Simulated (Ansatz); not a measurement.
# Cr (Chromium): the cost of one run

Method: DFT PBE, scalar-relativistic, plane waves, PAW, in Ansatz 0.2.0.

2 further runs of the same task are left out: 2 set aside as unsound or not needed.

### 1 The starting structure

Symmetry: Im-3m, No. 229, cubic system. The conventional cell has a = 2.848 Å, b = 2.848 Å, c = 2.848 Å, α = 90.00°, β = 90.00°, γ = 90.00°. Cr (site symmetry m-3m) is surrounded by 8 Cr at 2.47 Å.

Coordinates:

```xyz
1
Lattice="-1.4239 1.4239 1.4239 1.4239 -1.4239 1.4239 1.4239 1.4239 -1.4239" Properties=species:S:1:pos:R:3 pbc="T T T"
Cr    0.0000    0.0000    0.0000
```

It is the result of an earlier relaxation at this level (volume 11.55 Å³/atom; gap on the mesh: none (metal)).

### 2 The bulk in the cell of the plane

input.yaml

```yaml
crystal:
  lattice:
    - [2.8478300083, 0.0, 0.0]
    - [0.0, 2.8478300083, 0.0]
    - [1.4239150042, -1.4239150042, 1.4239150042]
  atoms:
    - { symbol: Cr, position: [0.0, 0.0, 0.0] }
basis:
  ecutwfc: 420
kpoints:
  mp_grid: { grid: [12, 12, 24] }
hamiltonian:
  xc: pbe
scf:
  occupations: { method: gaussian, width: 0.1 }
output:
  forces: true
  stress: true
  eigenvalues: true
```

Command:

```
$ ansatz run input.yaml --threads 2 --pin off --max-ram 5120MiB --backend cpu --events-out ev --progress --plain --runs-dir out
```

**Question.** How long does this run take on 2 threads of Intel Xeon at 2.50GHz (Skylake/Cascade Lake), shared host, and how much memory does it need?

About 2.7 s, with a peak of 0.31 GiB.
